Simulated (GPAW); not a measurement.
Sn3Se:

```xyz
4
Lattice="0.0000 3.7331 3.7331 3.7331 0.0000 3.7331 3.7331 3.7331 0.0000" Properties=species:S:1:pos:R:3 pbc="T T T"
Sn    3.7331    3.7331    3.7331
Sn    5.5997    5.5997    5.5997
Sn    1.8666    1.8666    1.8666
Se    0.0000    0.0000    0.0000
```

The cell comes from a database or a generator and needn't be the stable form of this composition.

Program: GPAW 26.7.0. Alike in all runs: cell as given; smearing fermi-dirac 0.05 eV.

Order these runs on this cell by their pressure, lowest first.
A. level PBE; potentials or basis GPAW PAW data sets (gpaw-data 1.2.1), pw; spin off; k mesh 5 × 5 × 5; cutoff (eV) 450; maxiter 120; convergence default
B. level PBEsol; potentials or basis PAW data sets generated in the run's folder for this functional, pw; spin SOC, no magnetisation; k mesh 6 × 6 × 6; cutoff (eV) 600; maxiter 150; band path GXWKGLUWLK,UX; band points 80; spin axis theta (degrees) 54.7
C. level LDA; potentials or basis the program's PAW data sets (release 1.2.1) made for this functional, pw; spin off; k mesh 5 × 5 × 5; cutoff (eV) 450; maxiter 120; convergence default

C (-6.0 GPa), B (-3.4 GPa), A (-1.6 GPa).

Caveats: the cutoff is short for stress and forces, so pressures can be off by a GPa or more (some runs); spin-orbit coupling was added after a scalar SCF, so levels and gaps hold it while energy, forces, pressure and moments don't (some runs).

Not every run made on this cell is shown here.
